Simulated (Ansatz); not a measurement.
Predict the output of the script below (the Ansatz DFT code, driven from Python).

`brh3sn.py`:
```python
'''One bond of BrH3Sn held at set lengths while the rest relaxes.'''

import ansatz
import numpy as np

BASIS_SET = 'def2-SVP'
XC = 'hf'

GEOMETRY = '''
Br   -2.16410    0.22210    0.82040
Sn    0.13190   -0.02680   -0.05710
H     0.17840    0.49780   -1.74010
H     0.66620   -1.70010    0.04730
H     1.23750    0.93330    0.88810
'''

system = ansatz.Crystal.molecule()
for line in GEOMETRY.strip().splitlines():
    symbol, *xyz = line.split()
    system = system.atom(symbol, [float(v) for v in xyz])

setup = (
    system.calculation()
    .basis(gaussian=BASIS_SET)
    .functional(XC)
)
symbols = [site.symbol for site in system.cartesian_sites]
pairs = [(0, 1), (1, 2), (1, 3), (1, 4)]
print('held (A)   E (eV)        ', '  '.join(f'{symbols[i]}{i}-{symbols[j]}{j}' for i, j in pairs))
for length in [2.27, 2.47, 2.67, 2.96, 3.34]:
    r = setup.relax(constraints=[ansatz.DistanceConstraint((0, 1), at=length)], force_tolerance=0.02, max_steps=60).run().report
    xyz = np.array(r['positions_ang'])
    print(f'{length:6.2f} {r["free_energy_ev"]:14.5f}  ', '  '.join(f'{np.linalg.norm(xyz[i] - xyz[j]):.3f}' for i, j in pairs))
```

```console
$ python brh3sn.py
held (A)   E (eV)         Br0-Sn1  Sn1-H2  Sn1-H3  Sn1-H4
DeckWarning: relax.constraints: the input's atoms, or those drawn, lie off the distances that are held; a relaxation that starts there is brought onto them ahead of its first SCF, by positions alone, [...]
  2.27   -75843.52403   2.270  1.707  1.707  1.707
  2.47   -75844.01516   2.470  1.701  1.701  1.701
  2.67   -75843.90685   2.670  1.697  1.697  1.697
  2.96   -75843.31832   2.960  1.692  1.693  1.692
  3.34   -75842.38027   3.340  1.688  1.688  1.688
```
(Warnings from the package without file and line, shortened, repeats left out.)

Reading the output:
- Total energies depend on the basis set; only differences at equal settings carry meaning.
- The energies are electronic: no zero-point or thermal terms, and the basis set is short of its limit.
- def2 sets replace the cores of elements past krypton by effective core potentials.
- Timing: 40 s on 1 thread of Arm Neoverse V1, with other jobs on the host, peak memory 0.2 GiB.
